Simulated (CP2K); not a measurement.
# AlClF2 (SMILES [F][Al]([F])[Cl]), step by step

Wanted: a series of 8 runs (HF/DZVP-MOLOPT-PBE0-GTH, UHF/DZVP-MOLOPT-PBE0-GTH) of AlClF2. The setting varied is the cutoff. 

The calculation is run with CP2K 2026.2.

8 further runs of the same task are left out: 8 set aside as unsound or not needed.

## 1. The molecule

AlClF2: 4 atoms, total charge 0, spin state singlet. As SMILES, `[F][Al]([F])[Cl]`. The shape comes from GFN2-xTB, which is rough for such elements, and wasn't checked as a minimum.

Bond lengths: F1–Al2 1.643 Å, Al2–F3 1.643 Å, Al2–Cl4 2.008 Å. Angles: F1–Al2–F3 112.9°, F1–Al2–Cl4 123.6°, F3–Al2–Cl4 123.5°.

## 2. Energy and gradient at HF/DZVP-MOLOPT-PBE0-GTH (core potential, admm exchange PBEX, admm type ADMM2) (run 1)

job.inp

```
&GLOBAL
   PROJECT_NAME job
   RUN_TYPE ENERGY_FORCE
   PRINT_LEVEL MEDIUM
&END GLOBAL
&FORCE_EVAL
   METHOD QS
   &DFT
      BASIS_SET_FILE_NAME BASIS_MOLOPT_UZH
      BASIS_SET_FILE_NAME BASIS_ADMM_UZH
      POTENTIAL_FILE_NAME POTENTIAL_UZH
      &QS
         METHOD GPW
         EPS_DEFAULT 1.0E-10
      &END QS
      ! plane-wave cutoff in Ry
      &MGRID
         CUTOFF 350
         REL_CUTOFF 50
         NGRIDS 4
      &END MGRID
      ! cluster boundary conditions
      &POISSON
         PERIODIC NONE
         POISSON_SOLVER MULTIPOLE
      &END POISSON
      &SCF
         SCF_GUESS ATOMIC
         EPS_SCF 1.0E-06
         MAX_SCF 30
         &OT
            MINIMIZER DIIS
            PRECONDITIONER FULL_SINGLE_INVERSE
         &END OT
         &OUTER_SCF
            EPS_SCF 1.0E-06
            MAX_SCF 5
         &END OUTER_SCF
      &END SCF
      ! functional
      &XC
         &XC_FUNCTIONAL NONE
         &END XC_FUNCTIONAL
         &HF
            FRACTION 1
            &SCREENING
               EPS_SCHWARZ 1.0E-09
            &END SCREENING
            &MEMORY
               MAX_MEMORY 1750
            &END MEMORY
         &END HF
      &END XC
      &AUXILIARY_DENSITY_MATRIX_METHOD
         ADMM_TYPE ADMM2
         EXCH_CORRECTION_FUNC PBEX
      &END AUXILIARY_DENSITY_MATRIX_METHOD
      ! extra output
      &PRINT
         &MOMENTS
            PERIODIC F
            REFERENCE COM
            MAX_MOMENT 1
         &END MOMENTS
         &MO_CUBES
            NLUMO 1
            NHOMO -1
            WRITE_CUBE F
         &END MO_CUBES
         &HIRSHFELD OFF
         &END HIRSHFELD
      &END PRINT
   &END DFT
   ! atoms, cell and kinds
   &SUBSYS
      ! vacuum box
      &CELL
         ABC 9.3 9.6 9.2
         PERIODIC NONE
      &END CELL
      &COORD
         UNIT bohr
         F      1.9020282     1.2821036     2.1681395
         Al     0.0616618    -0.0453345     0.0480368
         F      0.5687509    -3.0943131    -0.2531477
         Cl    -2.5324598     1.8575441    -1.9630286
      &END COORD
      &TOPOLOGY
         &CENTER_COORDINATES
         &END CENTER_COORDINATES
      &END TOPOLOGY
      &KIND F
         BASIS_SET ORB DZVP-MOLOPT-PBE0-GTH-q7
         BASIS_SET AUX_FIT admm-dzp-q7
         POTENTIAL GTH-PBE0-q7
      &END KIND
      &KIND Al
         BASIS_SET ORB DZVP-MOLOPT-PBE0-GTH-q3
         BASIS_SET AUX_FIT admm-dzp-q3
         POTENTIAL GTH-PBE0-q3
      &END KIND
      &KIND Cl
         BASIS_SET ORB DZVP-MOLOPT-PBE0-GTH-q7
         BASIS_SET AUX_FIT admm-dzp-q7
         POTENTIAL GTH-PBE0-q7
      &END KIND
   &END SUBSYS
   ! extra output
   &PRINT
      &FORCES ON
      &END FORCES
   &END PRINT
&END FORCE_EVAL
```

Run with:

```console
$ OMP_NUM_THREADS=2 cp2k.psmp job.inp > job.out
```

Log, shortened:

```text
CP2K| version string:                                       CP2K version 2026.2
[...]
 GLOBAL| Method name                                                        CP2K
[...]
 GLOBAL| Run type                                                   ENERGY_FORCE
[...]
 DFT| Spin restricted Kohn-Sham (RKS) calculation                            RKS
 DFT| Multiplicity                                                             1
[...]
 DFT| Charge                                                                   0
[...]
 QS| Method:                                                                 GPW
[...]
 QS| Density cutoff [a.u.]:                                                175.0
[...]
 QS| Relative density cutoff [a.u.]:                                        25.0
[...]
                             - Atoms:                                          4
[...]
                             - Spherical basis functions:                     52
[...]
 Number of electrons:                                                         24
[...]
     1 OT DIIS     0.80E-01    1.1     0.18175059       -63.0492502481 -6.30E+01
[...]
    29 OT DIIS     0.80E-01    0.8     0.00000095       -64.5794657903 -8.21E-11
  *** SCF run converged in    29 steps ***
[...]
  Overlap energy of the core charge distribution:               0.00000001753890
  Self energy of the core charge distribution:               -170.16078180536837
  Core Hamiltonian energy:                                     45.01120684995267
  Hartree energy:                                              72.52931724465904
  Exchange-correlation energy:                                 -0.71178274543438
  Hartree-Fock Exchange energy:                               -11.24742535160423
  Total energy:                                               -64.57946579025636
[...]
                     Mulliken Population Analysis
 #  Atom  Element  Kind  Atomic population                           Net charge
       1     F        1          7.612229                             -0.612229
       2     Al       2          1.399432                              1.600568
       3     F        1          7.611706                             -0.611706
       4     Cl       3          7.376632                             -0.376632
 # Total charge                             24.000000                  0.000000
[...]
  Dipole moment [Debye]
    X= -0.8410321E+00 Y=  0.6279888E+00 Z= -0.6522997E+00  Total=      1.2357993
[...]
 HOMO - LUMO gap [eV] :   15.546563
[...]
 ENERGY| Total FORCE_EVAL ( QS ) energy [hartree]            -64.579465790320214
 FORCES| Atomic forces [hartree/bohr]
 FORCES|   Atom     x               y               z               |f|
 FORCES|      1 -5.30713175E-03  2.18541582E-03 -7.02750718E-03   9.07345287E-03
 FORCES|      2  2.02755075E-02 -1.50986267E-02  1.57113700E-02   2.97642719E-02
 FORCES|      3 -3.52190998E-03  5.97894534E-03 -5.34837934E-03   8.76109576E-03
 FORCES|      4 -9.78506339E-03  7.27219908E-03 -7.57127633E-03   1.43511871E-02
 FORCES| Sum     1.66140235E-03  3.37933500E-04 -4.23579286E-03
 FORCES| Total atomic force                                       4.56249909E-03
[...]
```

Wall time 27 s (2 threads of AMD EPYC 9R45 (Zen 5), shared host); peak memory 0.93 GiB.

## 3. The doublet cation: energy and gradient at UHF/DZVP-MOLOPT-PBE0-GTH (core potential, admm exchange PBEX, admm type ADMM2) (run 2)

job.inp

```
&GLOBAL
    PROJECT job
    RUN_TYPE ENERGY_FORCE
    PRINT_LEVEL MEDIUM
&END GLOBAL
&FORCE_EVAL
    METHOD QUICKSTEP
    &DFT
        BASIS_SET_FILE_NAME BASIS_MOLOPT_UZH
        BASIS_SET_FILE_NAME BASIS_ADMM_UZH
        POTENTIAL_FILE_NAME POTENTIAL_UZH
        CHARGE 1
        MULTIPLICITY 2
        UKS T
        &QS
            METHOD GPW
            EPS_DEFAULT 1.0E-10
        &END QS
        &MGRID
            CUTOFF 350
            REL_CUTOFF 50
            NGRIDS 4
        &END MGRID
        # cluster boundary conditions
        &POISSON
            PERIODIC NONE
            POISSON_SOLVER MULTIPOLE
        &END POISSON
        # SCF settings
        &SCF
            SCF_GUESS ATOMIC
            EPS_SCF 1.0E-06
            MAX_SCF 50
            &OT ON
                MINIMIZER DIIS
                PRECONDITIONER FULL_ALL
            &END OT
            &OUTER_SCF
                EPS_SCF 1.0E-06
                MAX_SCF 8
            &END OUTER_SCF
        &END SCF
        &XC
            &XC_FUNCTIONAL NONE
            &END XC_FUNCTIONAL
            # exact exchange
            &HF
                FRACTION 1
                &SCREENING
                    EPS_SCHWARZ 1.0E-09
                    SCREEN_ON_INITIAL_P F
                &END SCREENING
                &INTERACTION_POTENTIAL
                    POTENTIAL_TYPE COULOMB
                &END INTERACTION_POTENTIAL
                &MEMORY
                    MAX_MEMORY 1750
                &END MEMORY
            &END HF
        &END XC
        &AUXILIARY_DENSITY_MATRIX_METHOD
            ADMM_TYPE ADMM2
            EXCH_CORRECTION_FUNC PBEX
        &END AUXILIARY_DENSITY_MATRIX_METHOD
        &PRINT
            &MOMENTS
                PERIODIC F
                REFERENCE COM
                MAX_MOMENT 1
            &END MOMENTS
            &MO_CUBES
                NLUMO 5
                NHOMO -1
                WRITE_CUBE F
            &END MO_CUBES
            &HIRSHFELD OFF
            &END HIRSHFELD
        &END PRINT
    &END DFT
    &SUBSYS
        &CELL
            ABC [angstrom] 9.3 9.6 9.2
            PERIODIC NONE
        &END CELL
        &COORD
            UNIT bohr
            F      1.9020282     1.2821036     2.1681395
            Al     0.0616618    -0.0453345     0.0480368
            F      0.5687509    -3.0943131    -0.2531477
            Cl    -2.5324598     1.8575441    -1.9630286
        &END COORD
        &TOPOLOGY
            &CENTER_COORDINATES
            &END CENTER_COORDINATES
        &END TOPOLOGY
        &KIND F
            BASIS_SET ORB DZVP-MOLOPT-PBE0-GTH-q7
            BASIS_SET AUX_FIT admm-dzp-q7
            POTENTIAL GTH-PBE0-q7
        &END KIND
        &KIND Al
            BASIS_SET ORB DZVP-MOLOPT-PBE0-GTH-q3
            BASIS_SET AUX_FIT admm-dzp-q3
            POTENTIAL GTH-PBE0-q3
        &END KIND
        &KIND Cl
            BASIS_SET ORB DZVP-MOLOPT-PBE0-GTH-q7
            BASIS_SET AUX_FIT admm-dzp-q7
            POTENTIAL GTH-PBE0-q7
        &END KIND
    &END SUBSYS
    &PRINT
        &FORCES ON
        &END FORCES
    &END PRINT
&END FORCE_EVAL
```

Run with:

```console
$ OMP_NUM_THREADS=2 cp2k.psmp -i job.inp -o job.out
```

Log, shortened:

```text
CP2K| version string:                                       CP2K version 2026.2
[...]
 GLOBAL| Method name                                                        CP2K
[...]
 GLOBAL| Run type                                                   ENERGY_FORCE
[...]
 DFT| Spin unrestricted (spin-polarized) Kohn-Sham calculation               UKS
 DFT| Multiplicity                                                             2
[...]
 DFT| Charge                                                                   1
[...]
 QS| Method:                                                                 GPW
[...]
 QS| Density cutoff [a.u.]:                                                175.0
[...]
 QS| Relative density cutoff [a.u.]:                                        25.0
[...]
                             - Atoms:                                          4
[...]
                             - Spherical basis functions:                     52
[...]
 Number of electrons:                                                         12
[...]
     1 OT DIIS     0.15E+00    1.8     0.09534142       -62.4085294564 -6.24E+01
[...]
     6 OT DIIS     0.15E+00    1.4     0.00000093       -64.1271760794 -3.84E-09
  *** SCF run converged in     6 steps ***
[...]
  Overlap energy of the core charge distribution:               0.00000001753890
  Self energy of the core charge distribution:               -170.16078180536837
  Core Hamiltonian energy:                                     44.58671155854414
  Hartree energy:                                              73.10796939307824
  Exchange-correlation energy:                                 -0.70818434044496
  Hartree-Fock Exchange energy:                               -10.95289090273348
  Total energy:                                               -64.12717607938555
[...]
                     Mulliken Population Analysis
 #  Atom  Element  Kind  Atomic population (alpha,beta) Net charge  Spin moment
       1     F        1         3.773023     3.766046    -0.539069     0.006977
       2     Al       2         0.631989     0.656017     1.711993    -0.024028
       3     F        1         3.773097     3.766005    -0.539102     0.007091
       4     Cl       3         3.821891     2.811932     0.366178     1.009959
 # Total charge and spin       12.000000    11.000000     1.000000     1.000000
[...]
 HOMO - LUMO gap [eV] :   10.103450
[...]
 ENERGY| Total FORCE_EVAL ( QS ) energy [hartree]            -64.127176080587006
[...]
```

It took 2.7 min on 2 threads of AMD EPYC 9R45 (Zen 5), shared host; peak memory 1.1 GiB.

Runs 3 to 5 aren't shown in full; the table further down has their settings and results.

[end of part 1 of 2]
